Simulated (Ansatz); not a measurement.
# C₂H₄O₂Se: how energies converge with the basis set

The task here is to estimate one member of a computed series from the others.

Program: Ansatz 0.2.0, Gaussian basis. Level of theory: one geometry, several basis sets. These are calculated values, not measurements.

Levels to be run: PBE0-D4/def2-SVP; ωB97M-V/def2-SVP; PBE0-D4/def2-QZVPP; ωB97M-V/def2-QZVPP; the functionals' def2-TZVPP values are taken from earlier runs.

### Structure used throughout

All runs share one geometry, relaxed beforehand with PBE0-D4 in a triple-zeta def2 set.

SMILES `O=C[Se]CO`, 9 atoms, charge 0, spin multiplicity 1.

Atoms are counted from 1 here; the program's logs count them from 0.

Bond lengths: O1–C2 1.192 Å, C2–Se3 1.922 Å, C2–H6 1.105 Å, Se3–C4 1.971 Å, C4–O5 1.385 Å, C4–H7 1.093 Å, C4–H8 1.089 Å, O5–H9 0.961 Å. Angles: O1–C2–Se3 125.3°, O1–C2–H6 123.4°, Se3–C2–H6 111.2°, C2–Se3–C4 96.2°, Se3–C4–O5 114.4°, Se3–C4–H7 105.2°, Se3–C4–H8 104.9°, O5–C4–H7 113.6°, O5–C4–H8 107.8°, H7–C4–H8 110.5°, C4–O5–H9 109.4°.

The first run:

File in.yaml:

```yaml
crystal:
  periodic: [false, false, false]
  atoms:
    - {symbol: O, position_ang: [-1.312536, -1.173917, 1.135908]}
    - {symbol: C, position_ang: [-1.773384, -0.443611, 0.313877]}
    - {symbol: Se, position_ang: [-0.793403, 0.891183, -0.662134]}
    - {symbol: C, position_ang: [0.977142, 0.438628, 0.077352]}
    - {symbol: O, position_ang: [1.655999, -0.544169, -0.623752]}
    - {symbol: H, position_ang: [-2.840898, -0.444318, 0.028296]}
    - {symbol: H, position_ang: [1.515748, 1.388420, 0.133707]}
    - {symbol: H, position_ang: [0.774568, 0.055179, 1.076273]}
    - {symbol: H, position_ang: [1.885264, -0.213694, -1.496627]}
basis:
  gaussian: {orbitals: def2-SVP}
hamiltonian: {xc: pbe0, dispersion: d4}
output: {orbitals: {seedname: orbitals}}
```

Steps of the session up to this table: PBE0-D4 in def2-SVP; ωB97M-V in def2-SVP; PBE0-D4 in def2-QZVPP; ωB97M-V in def2-QZVPP.

One of the session's tables, all rows but one given; the rest of the session is left out.

It belongs to the step «Density functionals: the series». 

```
functional       basis  HOMO (eV)
   PBE0-D4    def2-SVP          ?
   PBE0-D4  def2-TZVPP      -7.30
   PBE0-D4  def2-QZVPP      -7.33
   ωB97M-V    def2-SVP      -9.26
   ωB97M-V  def2-TZVPP      -9.42
   ωB97M-V  def2-QZVPP      -9.46
```

Q: Estimate the row for PBE0-D4, def2-SVP from the others.

The run gave: HOMO (eV): -7.16. In the column «HOMO (eV)» it is the highest.
